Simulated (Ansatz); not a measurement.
## GaCu3 in Ansatz: convergence with ecutrho ratio

GaCu3:

```
Ga Cu
1.0
     3.64539    0.00000    0.00000
     0.00000    3.64539    0.00000
     0.00000    0.00000    3.64539
Ga Cu
1 3
Direct
  0.00000 0.00000 0.00000
  0.00000 0.50000 0.50000
  0.50000 0.50000 0.00000
  0.50000 0.00000 0.50000
```

The cell comes from a database or a generator and needn't be the stable form of this composition.

- Program: Ansatz 0.2.0
- Task: convergence study
- Functional: r2SCAN
- Potentials or basis: PseudoDojo standard (PBE files)
- Cutoff: 1252 eV
- Density cutoff: 5007 eV
- k mesh: 6 × 6 × 6
- Occupations: fermi-dirac, width 0.1 eV
- Spin: spin-orbit coupling, no magnetisation

These are the settings of the first run; the series varies ecutrho ratio, with any setting tied to it.

Hardware: 2 threads of Arm Neoverse V2, with other jobs on the host.

```
ecutrho ratio  energy less the tightest run, at zero smearing (meV/atom)  SCF cycles  CPU time (s)  peak memory (GiB)
            4                                                       0.00           9           140                1.3
            5                                                       0.00           9           150                1.4
            6                                                       0.00           9           180                1.6
            8                                                       0.00           9           200                1.9
           10                                                       0.00           9           280                2.5
           12                                                       0.00           9           340                2.9
```

Against the tightest run, the energy stays within 1 meV/atom from 4 on. The tightest run that finished is the yardstick and may itself not be fully converged.

Caveat, for the tightest run too: the meta-GGA runs on potentials made for a GGA.
